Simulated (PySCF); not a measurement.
# C3H5ClO2Si: the cost of one run

Computed with PySCF 2.14.0, with density-fitted response routines of our own, on a single molecule in the gas phase. Atoms are numbered from 0 throughout.

## (1) The starting structure

12 atoms, charge 0, multiplicity 1; geometry from: GFN2-xTB. The atoms were then displaced at random by about 0.01 Å, so the start is not that level's minimum.

Bonds of the start (Å): C0–Si1 1.86, Si1–Cl2 2.01, Si1–O3 1.68, O3–C4 1.34, C4–C5 1.34, C5–O6 1.36, O6–Si1 1.67, C0–H7 1.10, C0–H8 1.07, C0–H9 1.12, C4–H10 1.06, C5–H11 1.08.

## (2) Geometry optimisation at PBE0-D3(BJ)/def2-SVP

What the job is given:

```
{"job": {"xc": "PBE0", "basis": "def2-SVP", "d3": "d3bj", "grid": 1, "shake": 0.01, "kind": "geom"}, "charge": 0, "multiplicity": 1}
C     -1.950350     0.299040    -0.384550
Si    -0.426550    -0.141530     0.584310
Cl    -0.900230    -0.671170     2.460800
O      0.554070    -1.282280    -0.160140
C      1.759790    -0.765380    -0.412050
C      1.890690     0.506990    -0.017150
O      0.772500     1.024390     0.553940
H     -1.726960     0.623970    -1.413560
H     -2.658540    -0.509400    -0.406000
H     -2.490040     1.145860     0.102000
H      2.466110    -1.412520    -0.858090
H      2.749200     1.153750    -0.073130
```

Launch:

```
OMP_NUM_THREADS=1 python probes_run.py task.json out
```

One launch serves the whole session: the jobs run in the order shown.

**Question.** How long does this first job take on 1 thread of Arm Neoverse V1, shared host, and how much memory does it need?

About 54 s, with a peak of 0.52 GiB.
